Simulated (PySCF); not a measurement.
# CGeF2BrH3 in PySCF: settings compared, part 2 of 2

PySCF 2.14.0. The steps go on from the part before.

### Step 5. Excitation energies (Tamm-Dancoff), PBE0 (atoms moved at random, drawn with an rms of 0.05 Å)

Contents of run.py:

```python
import json
import numpy as np
from pyscf.pbc import gto, scf, dft, df
from pyscf.pbc.tools import pyscf_ase
from ase.io import read

atoms = read('GeH3CBrF2.cif')
cell = pyscf_ase.cell_from_ase(atoms)
cell.basis = '6-31g*'
cell.exp_to_discard = 0
cell.precision = 1e-08
cell.max_memory = 2520  # MB
cell.verbose = 4
cell.build()

res = {}
kpts = cell.make_kpts([1, 1, 1])
mf = dft.KRKS(cell, kpts, xc='pbe0', exxdiv='ewald')
mf = mf.density_fit()
mf.with_df._cderi = 'cderi.h5'  # three-centre integrals saved by an earlier run on this cell, basis and mesh
mf.conv_tol = 1e-08
mf.max_cycle = 60

mf.kernel()
res.update(converged=bool(mf.converged), e_tot=mf.e_tot, nelec=cell.nelectron, nao=cell.nao, mesh=list(map(int, cell.mesh)), a=cell.lattice_vectors().tolist(), coords=cell.atom_coords().tolist(),
           mo_energy=[np.real(x).tolist() for x in mf.mo_energy], mo_occ=[np.real(x).tolist() for x in mf.mo_occ])
import h5py
print('fit functions by k pair:', sorted({v['0'].shape[0] for v in h5py.File(mf.with_df._cderi)['j3c'].values()}))
res.update(kpts=cell.get_scaled_kpts(kpts).tolist())
res['parts'] = {k: float(np.real(v)) for k, v in mf.scf_summary.items() if np.isscalar(v)}
json.dump(res, open('results.json', 'w'))
if not mf.converged:
    raise SystemExit('SCF not converged')

print('levels (eV)')
for i, kp in enumerate(res['kpts'][:40]):
    print('k %7.4f %7.4f %7.4f  ' % tuple(kp), ' '.join('%.3f' % (x * 27.211386) for x in res['mo_energy'][i][:52]))

# Mulliken populations
dm, s = np.asarray(mf.make_rdm1()), np.asarray(mf.get_ovlp())
sites = cell.aoslice_by_atom()[:, 2:]
tot = np.einsum('kij,kji->i', dm, s).real / len(kpts)
res['mulliken'] = [cell.atom_charge(i) - tot[a0:a1].sum() for i, (a0, a1) in enumerate(sites)]
print('Mulliken charges', np.round(res['mulliken'], 5))

from pyscf.pbc import tdscf
td = tdscf.KTDA(mf)
td.nstates = 5
td.kshift_lst = [0]
td.conv_tol = 1e-5
td.kernel()
res.update(excitations=np.real(td.e[0]).tolist(), post_converged=bool(np.all(td.converged)))
res['done'] = True
json.dump(res, open('results.json', 'w'))
```

Contents of GeH3CBrF2.cif:

```cif
data_GeH3CBrF2
_cell_length_a 13.00000000
_cell_length_b 13.00000000
_cell_length_c 13.00000000
_cell_angle_alpha 90.00000000
_cell_angle_beta 90.00000000
_cell_angle_gamma 90.00000000
_space_group_name_H-M_alt 'P1'
_space_group_name_Hall 'P 1'
_space_group_IT_number 1
loop_
_space_group_symop_operation_xyz
'x,y,z'
loop_
_atom_site_label
_atom_site_type_symbol
_atom_site_symmetry_multiplicity
_atom_site_Wyckoff_symbol
_atom_site_fract_x
_atom_site_fract_y
_atom_site_fract_z
_atom_site_occupancy
C1 C 1 a 0.4497360000 0.4276440000 0.5841310000 1
Ge1 Ge 1 a 0.5125560000 0.5027130000 0.4657040000 1
F1 F 1 a 0.6268540000 0.5436050000 0.4916350000 1
F2 F 1 a 0.5180040000 0.4241190000 0.3604450000 1
Br1 Br 1 a 0.4124240000 0.6439630000 0.4169200000 1
H1 H 1 a 0.3717750000 0.4002910000 0.5640350000 1
H2 H 1 a 0.4460090000 0.4726410000 0.6447310000 1
H3 H 1 a 0.5048350000 0.3594480000 0.5931100000 1
```

Potentials or basis: 6-31g* (all-electron).

Command:

```console
$ OMP_NUM_THREADS=2 python -u run.py > log
```

The program printed:

```text
Discarded 0 diffused primitive functions, 0 contracted functions

PySCF version 2.14.0

[INPUT] verbose = 4
[INPUT] num. atoms = 8
[INPUT] num. electrons = 94
[INPUT] charge = 0
[INPUT] spin (= nelec alpha-beta = 2S) = 0
[INPUT] symmetry False subgroup None
[INPUT] Mole.unit = angstrom
[INPUT] Symbol           X                Y                Z      unit          X                Y                Z       unit  Magmom
[INPUT]  1 C      5.846568000000   5.559372000000   7.593703000000 AA   11.048412288646  10.505690504576  14.350018941288 Bohr   0.0
[INPUT]  2 Ge     6.663228000000   6.535269000000   6.054152000000 AA   12.591676025533  12.349868560360  11.440689196488 Bohr   0.0
[INPUT]  3 F      8.149102000000   7.066865000000   6.391255000000 AA   15.399570941145  13.354439409274  12.077721542257 Bohr   0.0
[INPUT]  4 F      6.734052000000   5.513547000000   4.685785000000 AA   12.725513988580  10.419093804917   8.854850328595 Bohr   0.0
[INPUT]  5 Br     5.361512000000   8.371519000000   5.419960000000 AA   10.131789293569  15.819878156593  10.242240006098 Bohr   0.0
[INPUT]  6 H      4.833075000000   5.203783000000   7.332455000000 AA    9.133188089482   9.833724681668  13.856331770698 Bohr   0.0
[INPUT]  7 H      5.798117000000   6.144333000000   8.381503000000 AA   10.956853168185  11.611106588127  15.838745182220 Bohr   0.0
[INPUT]  8 H      6.562855000000   4.672824000000   7.710430000000 AA   12.401998545232   8.830357588295  14.570601002630 Bohr   0.0

nuclear repulsion = 209.676330196594
number of shells = 48
number of NR pGTOs = 283
number of NR cGTOs = 112
basis = 6-31g*
ecp = {}
lattice vectors  a1 [24.566439619, 0.000000000, 0.000000000]
                 a2 [0.000000000, 24.566439619, 0.000000000]
                 a3 [0.000000000, 0.000000000, 24.566439619]
dimension = 3
low_dim_ft_type = None
Cell volume = 14826.1
exp_to_discard = 0
rcut = 29.524367151608605 (nimgs = [2 2 2])
precision = 1e-08
pseudo = None
ke_cutoff = 7454945.320861678
    = [30197 30197 30197] mesh (27535400455373 PWs)

******** <class 'pyscf.pbc.dft.krks.KRKS'> ********
method = KRKS
initial guess = minao
damping factor = 0
level_shift factor = 0
DIIS = <class 'pyscf.scf.diis.CDIIS'>
diis_start_cycle = 1
diis_space = 8
diis_damp = 0
SCF conv_tol = 1e-08
SCF conv_tol_grad = None
SCF max_cycles = 60
direct_scf = True
direct_scf_tol = 1e-13

******** PBC SCF flags ********
N kpts = 1
Exchange divergence treatment (exxdiv) = ewald
    madelung (= occupied orbital energy shift) = 0.11549485898014883
    Total energy shift due to Ewald probe charge = -1/2 * Nelec*madelung = -5.42825837207
DF object = <pyscf.pbc.df.df.GDF object>
XC functionals = pbe0
small_rho_cutoff = 0
radial grids:
    Treutler-Ahlrichs [JCP 102, 346 (1995); DOI:10.1063/1.469408] (M4) radial grids

becke partition: Becke, JCP 88, 2547 (1988); DOI:10.1063/1.454033
pruning grids: <function nwchem_prune>
grids dens level: 3
symmetrized grids: False
atomic radii adjust function: <function treutler_atomic_radii_adjust>
Set gradient conv threshold to 0.0001

******** <class 'pyscf.pbc.df.rsdf_builder._RSNucBuilder'> ********
mesh = [47 47 47] (103823 PWs)
ke_cutoff = 17.302185920816544
omega = 0.5229654415994075
exclude_d_aux = False
exclude_dd_block = True
j2c_eig_always = False
has_long_range = True
tot grids = 113130
cell vol = 14826.0909  sum(weights) = 14832.5646
nelec by numeric integration = 94.0000216834548
init E= -4889.36009583565
  HOMO = -0.311226658446  LUMO = -0.0438647913847  gap/eV = 7.27529
nelec by numeric integration = 94.00001212504608
cycle= 1 E= -4889.0221823147  delta_E= 0.338  |g|= 0.987  |ddm|= 2.79
  HOMO = -0.285788573953  LUMO = -0.0280837360039  gap/eV = 7.01251
nelec by numeric integration = 94.00001555731866
cycle= 2 E= -4888.8370742674  delta_E= 0.185  |g|=  1.5  |ddm|= 1.87
  HOMO = -0.290140083102  LUMO = -0.0124534900666  gap/eV = 7.55624
nelec by numeric integration = 94.00001358063895
cycle= 3 E= -4889.16966864696  delta_E= -0.333  |g|= 0.123  |ddm|= 1.14
  HOMO = -0.29944950423  LUMO = -0.011642897361  gap/eV = 7.83162
nelec by numeric integration = 94.00001341046428
cycle= 4 E= -4889.17225693659  delta_E= -0.00259  |g|= 0.0436  |ddm|= 0.136
  HOMO = -0.299759895707  LUMO = -0.0117969779435  gap/eV = 7.83587
nelec by numeric integration = 94.00001338422665
cycle= 5 E= -4889.17257385581  delta_E= -0.000317  |g|= 0.008  |ddm|= 0.0342
  HOMO = -0.298993327575  LUMO = -0.0113843176621  gap/eV = 7.82624
nelec by numeric integration = 94.00001339429394
cycle= 6 E= -4889.17258045889  delta_E= -6.6e-06  |g|= 0.00411  |ddm|= 0.00807
  HOMO = -0.299012222472  LUMO = -0.0113229185733  gap/eV = 7.82842
nelec by numeric integration = 94.0000133956868
cycle= 7 E= -4889.17258312768  delta_E= -2.67e-06  |g|= 0.000313  |ddm|= 0.0029
  HOMO = -0.299020268649  LUMO = -0.0113239845086  gap/eV = 7.82861
nelec by numeric integration = 94.00001339419245
cycle= 8 E= -4889.17258314872  delta_E= -2.1e-08  |g|= 0.000126  |ddm|= 0.000411
  HOMO = -0.299009020904  LUMO = -0.0113253216361  gap/eV = 7.82827
nelec by numeric integration = 94.00001339444302
cycle= 9 E= -4889.17258315219  delta_E= -3.47e-09  |g|= 3.08e-05  |ddm|= 0.000156
  HOMO = -0.299015143111  LUMO = -0.0113247114713  gap/eV = 7.82846
nelec by numeric integration = 94.00001339434718
Extra cycle  E= -4889.17258315207  delta_E= 1.22e-10  |g|= 4.08e-05  |ddm|= 7.07e-05
converged SCF energy = -4889.17258315207
fit functions by k pair: [621]
levels (eV)
k  0.0000  0.0000  0.0000   -13149.158 -10862.001 -1705.302 -1535.951 -1535.882 -1535.881 -1361.067 -1210.994 -1210.962 -1210.947 -674.368 -673.743 -278.760 -238.997 -179.373 -179.120 -179.118 -173.641 -123.445 -123.419 -123.323 -71.399 -71.322 -71.320 -71.118 -71.118 -36.021 -35.384 -34.947 -34.916 -34.887 -32.681 -31.700 -21.294 -20.181 -15.747 -13.379 -12.885 -12.692 -12.286 -11.706 -11.437 -11.295 -10.697 -9.108 -8.225 -8.137 -0.308 1.669 1.746 2.429 3.660
Mulliken charges [-0.65927  0.94692 -0.38486 -0.38234 -0.2059   0.22864  0.24463  0.21218]

******** <class 'pyscf.pbc.tdscf.krks.TDA'> for <class 'pyscf.pbc.dft.krks.KRKS'> ********
nstates = 5 singlet
deg_eia_thresh = 1.000e-03
kshift_lst = [0]
wfnsym = None
conv_tol = 1e-05
eigh lindep = 1e-12
eigh level_shift = 0
eigh max_cycle = 100

nelec by numeric integration = 94.00001339434718

******** <class 'pyscf.pbc.df.rsdf_builder._RSNucBuilder'> ********
mesh = [47 47 47] (103823 PWs)
ke_cutoff = 17.302185920816544
omega = 0.5229654415994075
exclude_d_aux = False
exclude_dd_block = True
j2c_eig_always = False
has_long_range = True
kshift = 0  Excited State energies (eV)
[6.36503214 6.38727996 7.89995065 8.47115579 8.59573433]
```

It took 2.9 min on 2 threads of Intel Xeon at 2.70GHz, shared host; peak memory 1.9 GiB.

Results:

- Free energy: -133041.1636 eV
- Gap between the frontier levels: 7.83 eV
- Mulliken charges: C -0.66; Ge +0.95; F -0.38; Br -0.21; H +0.23, +0.24, +0.21 e

Lowest excitation energies (eV): 6.37, 6.39, 7.90, 8.47, 8.60

Caveat: the basis is small and the box finite, so much correlation energy is missing and levels can be off by tenths of an eV; Mulliken charges move with the basis; the iterative solver can pass over a root and still report convergence; this is a molecule in a periodic box at the Γ point, so its band gap is the HOMO-LUMO gap; total energy, band gap and charges are those of the mean-field reference; relativity is left out, which matters for the heavier elements; the basis of atomic orbitals isn't converged, which shifts pressures, moduli and gaps.

### Step 6. Summary

```csv
task,level,exxdiv,grid for exchange and correlation,gap on the mesh (eV)
MP2 correlation energy,HF,ewald,-,14.83
RPA correlation energy,PBE,-,"Becke, atom-centred",-
G0W0 quasiparticle levels,PBE0,ewald,"Becke, atom-centred",-
excitation energies (Tamm-Dancoff),PBE0,ewald,"Becke, atom-centred",7.83
```

Alike in all rows: potentials or basis 6-31g* (all-electron); no spin polarisation; cell atoms moved at random, drawn with an rms of 0.05 Å; k mesh 1 × 1 × 1; smearing fixed.

Caveats: the basis is small and the box finite, so much correlation energy is missing and levels can be off by tenths of an eV; this is a molecule in a periodic box at the Γ point, so its band gap is the HOMO-LUMO gap; relativity is left out, which matters for the heavier elements; the basis of atomic orbitals isn't converged, which shifts pressures, moduli and gaps; the iterative solver can pass over a root and still report convergence (some runs).

Absolute energies hang on the potentials; compare differences alone.
